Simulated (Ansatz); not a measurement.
# BrFHSi radical: one species, many methods

Aim: compute BrFHSi radical with functionals from several rungs and with coupled cluster, and see how far each lands from CCSD(T) at the basis-set limit for the atomisation energy.

Method: functionals in def2-TZVPP, the program's frozen cores in correlated methods; program: Ansatz 0.2.0, Gaussian basis.

The runs, in order: LDA (SPW92), PBE-D4, revPBE-D4, BLYP-D4, r2SCAN-D4, B97M-V, PBE0-D4, B3LYP-D4, r2SCANh-D4, r2SCAN0-D4, HSE06-D4, BHLYP-D4, CAM-B3LYP-D4, LC-ωPBE, ωB97X-V, ωB97M-V, B2PLYP, PBE-QIDH; CCSD(T)/def2-SVP; CCSD(T)/def2-TZVPP; MP2/def2-QZVPP; extrapolation to the limit; RPA on PBE.

## (1) The relaxed structure

An earlier PBE0-D4 in a triple-zeta def2 set relaxation fixed the geometry.

SMILES `F[SiH]Br`, 4 atoms, charge 0, spin multiplicity 2.

Atoms are counted from 1 here; the program's logs count them from 0.

Bond lengths: F1–Si2 1.596 Å, Si2–Br3 2.211 Å, Si2–H4 1.491 Å. Angles: F1–Si2–Br3 108.9°, F1–Si2–H4 107.1°, Br3–Si2–H4 108.5°.

## (2) LDA

This LDA is Slater exchange with PW92 correlation.

Contents of in.yaml:

```yaml
crystal:
  periodic: [false, false, false]
  atoms:
    - {symbol: F, position_ang: [-1.077513, -0.285429, 1.078260]}
    - {symbol: Si, position_ang: [-0.289773, -0.254662, -0.309788]}
    - {symbol: Br, position_ang: [1.852229, -0.643657, 0.073702]}
    - {symbol: H, position_ang: [-0.429443, 1.123449, -0.862475]}
basis:
  gaussian: {orbitals: def2-TZVPP}
magnetization: {spin_polarized: true, initial_magnetization: 1}
hamiltonian: {xc: lda}
output: {orbitals: {seedname: orbitals}}
```

The runs that follow: PBE-D4 (GGA); revPBE-D4 (GGA); BLYP-D4 (GGA); r2SCAN-D4 (meta-GGA); B97M-V (meta-GGA); PBE0-D4 (hybrid); B3LYP-D4 (hybrid); r2SCANh-D4 (hybrid); r2SCAN0-D4 (hybrid); HSE06-D4 (hybrid); BHLYP-D4 (hybrid); CAM-B3LYP-D4 (range-separated); LC-ωPBE-D4 (range-separated); ωB97X-V (range-separated); ωB97M-V (range-separated); B2PLYP (double hybrid); PBE-QIDH (double hybrid); CCSD(T) in def2-SVP; CCSD(T) in def2-TZVPP; MP2 in def2-QZVPP; RPA on PBE orbitals.

**Question.** What will the summary of the whole plan be? Wanted: atomisation energy, CCSD(T)/CBS; farthest beyond LDA; mean size of error, GGA; mean size of error, meta-GGA; mean size of error, hybrid; mean size of error, range-separated; mean size of error, double hybrid; gap, smallest and largest; T1 diagnostic.

The runs gave:

| quantity | value |
| --- | --- |
| atomisation energy, CCSD(T)/CBS | 12.533 eV |
| functionals within 0.125 eV (1.0 %) | PBE-D4, B97M-V, r2SCANh-D4, CAM-B3LYP-D4, ωB97X-V |
| farthest beyond LDA | BHLYP-D4 (-0.586 eV) |
| mean size of error, GGA | 0.173 eV |
| mean size of error, meta-GGA | 0.095 eV |
| mean size of error, hybrid | 0.217 eV |
| mean size of error, range-separated | 0.136 eV |
| mean size of error, double hybrid | 0.226 eV |
| gap, smallest and largest | 1.22 eV (LDA (SPW92)), 8.79 eV (LC-ωPBE) |
| T1 diagnostic | 0.0117 |
| triples share of the correlation energy | 3.2 % |

The LDA atomisation energy is off by 1.818 eV (15 %): it overbinds. PBE-D4 is off by +0.123 eV. Double hybrids carry the basis error of their MP2 part in triple zeta, and no dispersion term here, so their miss is partly the set-up's. By mean error the best rung here is meta-GGA (0.095 eV) and the worst beyond LDA is double hybrid (0.226 eV). The gap between the best rungs is small, so their order is not settled. The reference freezes the cores and leaves out relativity and excitations past (T), and its outer-core shells are covered unevenly, so misses under about 0.125 eV can't be ranked. All levels share the lack of spin-orbit coupling, which lowers the free heavy atoms and so the true binding. Hartree-Fock recovers 74 % of the binding; the rest is correlation. CCSD(T) in def2-SVP is off by -1.379 eV, worse than the median functional, from the basis alone. The gap grows from 1.2 to 8.8 eV across the functionals, mostly with the share of exact exchange. Correlated methods include outer-core shells of Br, which these sets cover unevenly.
